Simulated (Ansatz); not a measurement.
# Ni: the cost of one run

Computed with Ansatz 0.2.0 (DFT PBE, scalar-relativistic, plane waves, PAW, unless a step's input says otherwise).

**1. The starting structure**

Symmetry: P4/mmm, No. 123, tetragonal system. The conventional cell has a = 2.259 Å, b = 2.259 Å, c = 23.800 Å, α = 90.00°, β = 90.00°, γ = 90.00°. Ni (site symmetry 4/mmm) is surrounded by 4 Ni at 2.26 Å.

As a file:

```
Ni
1.0
     2.25911    0.00000    0.00000
     0.00000    2.25911    0.00000
     0.00000    0.00000   23.80000
Ni
1
Direct
  0.50000 0.50000 0.29412
```

The cell was relaxed beforehand at this level, from a generated guess; it is a trial structure. At a tolerance of 0.05 Å it has layer group p4/mmm (No. 61); it has 5.10 Å²/atom, an uncorrected energy of +1.53 eV/atom over the standard state.

Only a and b are periodic; c spans vacuum, so the box's volume, pressure and space group aren't properties of the sheet.

**2. Electronic structure at the relaxed geometry**

input.yaml

```yaml
crystal:
  lattice:
    - [2.2591075433, 0.0, 0.0]
    - [0.0, 2.2591075433, 0.0]
    - [0.0, 0.0, 23.8]
  atoms:
    - { symbol: Ni, position: [0.5, 0.5, 0.2941176471], spin: 0.99 }
  periodic: [true, true, false]
basis:
  ecutwfc: 420
kpoints:
  mp_grid: { grid: [24, 24, 1] }
  band_path:
    path: [[0.0, 0.0, 0.0], [0.0, 0.5, 0.0], [0.5, 0.5, 0.0], [0.0, 0.0, 0.0]]
    npoints: 14
hamiltonian:
  xc: pbe
scf:
  occupations: { method: gaussian, width: 0.1 }
  n_extra_bands: 6
output:
  forces: true
  stress: true
  eigenvalues: true
  populations: true
  dos: { projected: true, de: 0.02, nscf_kmesh: { grid: [29, 29, 1] } }
  bader: true
  write_density: true
  write_potential: true
  elf: true
  volumetric_format: npy
magnetization:
  spin_polarized: true
checkpoint:
  read: start.run
  write: ck
  compress: false
  write_wavefunctions: false
  write_every: 100000
```

The run is started by

```sh
ansatz run input.yaml --threads 1 --pin off --max-ram 2048MiB --backend cpu --events-out ev --progress --plain --runs-dir out
```

What time and memory should one allow on 1 thread of Arm Neoverse V1, shared host?

About 54 s, with a peak of 0.53 GiB.
